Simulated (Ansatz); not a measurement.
Geometry optimisation, DFT PBE, scalar-relativistic, plane waves, PAW (Ansatz).

Input:

```yaml
crystal:
  lattice:
    - [10.86, 0.0, 0.0]
    - [0.0, 10.86, 0.0]
    - [0.0, 0.0, 10.86]
  atoms:
    - { symbol: Si, position: [0.5, 0.0, 0.0] }
    - { symbol: Si, position: [0.625, 0.125, 0.125] }
    - { symbol: Si, position: [0.75, 0.25, 0.0] }
    - { symbol: Si, position: [0.875, 0.375, 0.125] }
    - { symbol: Si, position: [0.75, 0.0, 0.25] }
    - { symbol: Si, position: [0.75, 0.25, 0.5] }
    - { symbol: Si, position: [0.0, 0.0, 0.0] }
    - { symbol: Si, position: [0.125, 0.125, 0.125] }
    - { symbol: Si, position: [0.25, 0.25, 0.0] }
    - { symbol: Si, position: [0.375, 0.375, 0.125] }
    - { symbol: Si, position: [0.5, 0.5, 0.0] }
    - { symbol: Si, position: [0.625, 0.625, 0.125] }
    - { symbol: Si, position: [0.75, 0.75, 0.0] }
    - { symbol: Si, position: [0.875, 0.875, 0.125] }
    - { symbol: Si, position: [0.25, 0.0, 0.25] }
    - { symbol: Si, position: [0.375, 0.125, 0.375] }
    - { symbol: Si, position: [0.5, 0.25, 0.25] }
    - { symbol: Si, position: [0.625, 0.375, 0.375] }
    - { symbol: Si, position: [0.75, 0.5, 0.25] }
    - { symbol: Si, position: [0.875, 0.625, 0.375] }
    - { symbol: Si, position: [0.5, 0.0, 0.5] }
    - { symbol: Si, position: [0.625, 0.125, 0.625] }
    - { symbol: Si, position: [0.875, 0.375, 0.625] }
    - { symbol: Si, position: [0.75, 0.0, 0.75] }
    - { symbol: Si, position: [0.875, 0.125, 0.875] }
    - { symbol: Si, position: [0.0, 0.5, 0.0] }
    - { symbol: Si, position: [0.125, 0.625, 0.125] }
    - { symbol: Si, position: [0.25, 0.75, 0.0] }
    - { symbol: Si, position: [0.375, 0.875, 0.125] }
    - { symbol: Si, position: [0.0, 0.25, 0.25] }
    - { symbol: Si, position: [0.125, 0.375, 0.375] }
    - { symbol: Si, position: [0.25, 0.5, 0.25] }
    - { symbol: Si, position: [0.375, 0.625, 0.375] }
    - { symbol: Si, position: [0.5, 0.75, 0.25] }
    - { symbol: Si, position: [0.625, 0.875, 0.375] }
    - { symbol: Si, position: [0.0, 0.0, 0.5] }
    - { symbol: Si, position: [0.125, 0.125, 0.625] }
    - { symbol: Si, position: [0.25, 0.25, 0.5] }
    - { symbol: Si, position: [0.375, 0.375, 0.625] }
    - { symbol: Si, position: [0.5, 0.5, 0.5] }
    - { symbol: Si, position: [0.625, 0.625, 0.625] }
    - { symbol: Si, position: [0.75, 0.75, 0.5] }
    - { symbol: Si, position: [0.875, 0.875, 0.625] }
    - { symbol: Si, position: [0.25, 0.0, 0.75] }
    - { symbol: Si, position: [0.375, 0.125, 0.875] }
    - { symbol: Si, position: [0.5, 0.25, 0.75] }
    - { symbol: Si, position: [0.625, 0.375, 0.875] }
    - { symbol: Si, position: [0.75, 0.5, 0.75] }
    - { symbol: Si, position: [0.875, 0.625, 0.875] }
    - { symbol: Si, position: [0.0, 0.75, 0.25] }
    - { symbol: Si, position: [0.125, 0.875, 0.375] }
    - { symbol: Si, position: [0.0, 0.5, 0.5] }
    - { symbol: Si, position: [0.125, 0.625, 0.625] }
    - { symbol: Si, position: [0.25, 0.75, 0.5] }
    - { symbol: Si, position: [0.375, 0.875, 0.625] }
    - { symbol: Si, position: [0.0, 0.25, 0.75] }
    - { symbol: Si, position: [0.125, 0.375, 0.875] }
    - { symbol: Si, position: [0.25, 0.5, 0.75] }
    - { symbol: Si, position: [0.375, 0.625, 0.875] }
    - { symbol: Si, position: [0.5, 0.75, 0.75] }
    - { symbol: Si, position: [0.625, 0.875, 0.875] }
    - { symbol: Si, position: [0.0, 0.75, 0.75] }
    - { symbol: Si, position: [0.125, 0.875, 0.875] }
total_charge: 2
basis:
  ecutwfc: 420.0
kpoints:
  mp_grid: { grid: [1, 1, 1] }
hamiltonian:
  xc: pbe
  pseudopotentials: { kind: paw, azcp: { folder: soft_1 } }
scf:
  occupations: { method: gaussian, width: 0.05 }
  lower_state_search: "off"
relax:
  f_tol: 0.03
  max_steps: 60
  adjacent_minimum: "off"
```

Run as:

```bash
$ ansatz run input.yaml --threads 4 --pin off --max-ram 10240MiB --backend cpu --events-out ev --progress --plain --runs-dir out
```

Task: Where does it end, and by what steps?

Result: The forces met the threshold. Limits of this set-up: coarse k mesh, no spin, though dangling bonds at a vacancy may carry it, a typed lattice constant that wasn't relaxed here, charged cell in a uniform background, uncorrected. After 2 steps the energy has fallen by 0.122 eV; Si14 moved furthest, 0.03 Å.

```
step  energy less start (eV)  largest force component (eV/Å)  accepted
   0                  0.0000                           0.382       yes
   1                 -0.1174                           0.085       yes
   2                 -0.1224                           0.007       yes
```

```xyz
63
Lattice="10.8600 0.0000 0.0000 0.0000 10.8600 0.0000 0.0000 0.0000 10.8600" Properties=species:S:1:pos:R:3
Si 5.438 -0.017 0.008
Si 6.804 1.379 1.374
Si 8.146 2.714 -0.008
Si 9.481 4.056 1.374
Si 8.146 0.001 2.716
Si 8.146 2.714 5.429
Si -0.001 0.001 -0.008
Si 1.341 1.336 1.374
Si 2.707 2.732 0.008
Si 4.073 4.073 1.357
Si 5.428 5.432 -0.002
Si 6.787 6.787 1.357
Si 8.128 8.153 0.008
Si 9.524 9.519 1.374
Si 2.723 0.001 2.716
Si 4.072 1.357 4.072
Si 5.422 2.714 2.716
Si 6.804 4.056 4.051
Si 8.146 5.438 2.716
Si 9.502 6.787 4.072
Si 5.422 0.001 5.429
Si 6.804 1.336 6.771
Si 9.524 4.056 6.771
Si 8.146 0.001 8.153
Si 9.502 1.357 9.502
Si 0.017 5.422 0.008
Si 1.358 6.788 1.357
Si 2.717 8.143 -0.002
Si 4.072 9.502 1.357
Si -0.001 2.714 2.716
Si 1.341 4.056 4.094
Si 2.707 5.422 2.698
Si 4.072 6.787 4.072
Si 5.438 8.153 2.698
Si 6.804 9.519 4.094
Si -0.001 0.001 5.429
Si 1.341 1.379 6.771
Si 2.723 2.714 5.429
Si 4.072 4.073 6.788
Si 5.438 5.422 5.447
Si 6.787 6.788 6.788
Si 8.146 8.137 5.429
Si 9.481 9.519 6.771
Si 2.707 -0.017 8.137
Si 4.072 1.357 9.502
Si 5.438 2.732 8.137
Si 6.787 4.073 9.503
Si 8.128 5.422 8.137
Si 9.502 6.787 9.502
Si -0.001 8.137 2.716
Si 1.341 9.519 4.051
Si -0.001 5.438 5.429
Si 1.358 6.787 6.788
Si 2.707 8.153 5.447
Si 4.073 9.502 6.788
Si -0.001 2.714 8.153
Si 1.358 4.073 9.502
Si 2.717 5.432 8.147
Si 4.072 6.787 9.502
Si 5.428 8.143 8.147
Si 6.787 9.502 9.502
Si 0.017 8.153 8.137
Si 1.358 9.502 9.503
```

Whether the end is a true minimum wasn't checked by a vibrational analysis.

Run time: 13 s on 4 threads of Arm Neoverse V1, with other jobs on the host, peak memory 1 GiB.
